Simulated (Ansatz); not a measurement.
# C8H24Si3: the cost of one run

The runs use Ansatz 0.2.0, Gaussian basis; the settings change from run to run.

4 further runs of the same task are left out: 4 that didn't finish.

### 1 The molecule

The geometry comes from an earlier relaxation with PBE-D4/def2-SVP; it is a stationary point, not always the lowest conformer.

SMILES `C[Si](C)(C)[Si](C)(C)[Si](C)(C)C`, 35 atoms, charge 0, spin multiplicity 1.

Atoms are counted from 1 here; the program's logs count them from 0.

Bond lengths: C1–Si2 1.903 Å, C1–H12 1.111 Å, C1–H13 1.109 Å, C1–H14 1.109 Å, Si2–C3 1.902 Å, Si2–C4 1.903 Å, Si2–Si5 2.357 Å, C3–H15 1.111 Å, C3–H16 1.110 Å, C3–H17 1.109 Å, C4–H18 1.110 Å, C4–H19 1.109 Å, C4–H20 1.111 Å, Si5–C6 1.912 Å, Si5–C7 1.912 Å, Si5–Si8 2.357 Å, C6–H21 1.109 Å, C6–H22 1.110 Å and more. Angles: Si2–C1–H12 111.0°, Si2–C1–H13 111.1°, Si2–C1–H14 111.2°, H12–C1–H13 107.8°, H12–C1–H14 107.8°, H13–C1–H14 107.7°, C1–Si2–C3 109.3°, C1–Si2–C4 109.0°, C1–Si2–Si5 110.5°, C3–Si2–C4 108.9°, C3–Si2–Si5 109.8°, C4–Si2–Si5 109.3°, Si2–C3–H15 111.0°, Si2–C3–H16 110.9°, Si2–C3–H17 111.4°, H15–C3–H16 107.8°, H15–C3–H17 107.9°, H16–C3–H17 107.7° and more.

### 2 B3LYP5/cc-pVDZ

This run has atoms shaken by 0.08 Å.

The input, in.yaml:

```yaml
crystal:
  periodic: [false, false, false]
  atoms:
    - {symbol: C, position_ang: [2.226483, -0.813234, 1.630896]}
    - {symbol: Si, position_ang: [2.086784, -0.280288, -0.158315]}
    - {symbol: C, position_ang: [2.276141, -1.534844, -1.332996]}
    - {symbol: C, position_ang: [3.541968, 1.075795, -0.375922]}
    - {symbol: Si, position_ang: [-0.026267, 0.848569, -0.341491]}
    - {symbol: C, position_ang: [-0.174866, 2.553819, 0.764801]}
    - {symbol: C, position_ang: [-0.411181, 1.249895, -2.234177]}
    - {symbol: Si, position_ang: [-1.706431, -0.414179, 0.496934]}
    - {symbol: C, position_ang: [-1.638205, -2.398659, -0.174934]}
    - {symbol: C, position_ang: [-3.432215, 0.301530, -0.018862]}
    - {symbol: C, position_ang: [-1.926078, -0.629754, 2.240695]}
    - {symbol: H, position_ang: [3.191257, -1.296010, 1.864192]}
    - {symbol: H, position_ang: [1.395742, -1.505166, 1.729670]}
    - {symbol: H, position_ang: [2.057334, -0.113760, 2.334566]}
    - {symbol: H, position_ang: [3.216763, -1.873320, -1.310877]}
    - {symbol: H, position_ang: [2.063641, -1.072400, -2.271743]}
    - {symbol: H, position_ang: [1.344177, -2.331574, -1.294581]}
    - {symbol: H, position_ang: [3.356307, 1.658626, -1.356323]}
    - {symbol: H, position_ang: [3.242979, 1.925254, 0.300414]}
    - {symbol: H, position_ang: [4.283393, 0.638691, -0.156355]}
    - {symbol: H, position_ang: [0.024548, 2.363438, 1.763654]}
    - {symbol: H, position_ang: [0.535591, 3.075801, 0.411084]}
    - {symbol: H, position_ang: [-1.115092, 2.939615, 0.598795]}
    - {symbol: H, position_ang: [0.401575, 2.011670, -2.648685]}
    - {symbol: H, position_ang: [-0.339522, 0.380035, -3.002085]}
    - {symbol: H, position_ang: [-1.493226, 1.799906, -2.519219]}
    - {symbol: H, position_ang: [-2.502100, -3.017181, -0.167687]}
    - {symbol: H, position_ang: [-1.757477, -2.219419, -1.596204]}
    - {symbol: H, position_ang: [-0.840952, -2.647575, -0.004599]}
    - {symbol: H, position_ang: [-3.643086, 1.208017, 0.209971]}
    - {symbol: H, position_ang: [-4.287131, -0.332998, 0.169323]}
    - {symbol: H, position_ang: [-3.709380, 0.173697, -1.293047]}
    - {symbol: H, position_ang: [-0.803121, -0.944947, 2.776380]}
    - {symbol: H, position_ang: [-2.670386, -1.314150, 2.614581]}
    - {symbol: H, position_ang: [-1.947770, 0.398386, 2.694801]}
basis:
  gaussian: {orbitals: cc-pVDZ}
hamiltonian: {xc: {name: B3LYP5}}
scf: {omitted_lower_state_checks: [starts]}
```

Started as:

```console
$ ansatz run in.yaml --threads 6 --pin off --events-out ev --progress --plain --max-ram 7833MiB
```

**Question.** How long does this run take on 6 threads of Intel Xeon at 2.50GHz, shared host, and how much memory does it need?

About 26 s, with a peak of 1.6 GiB.
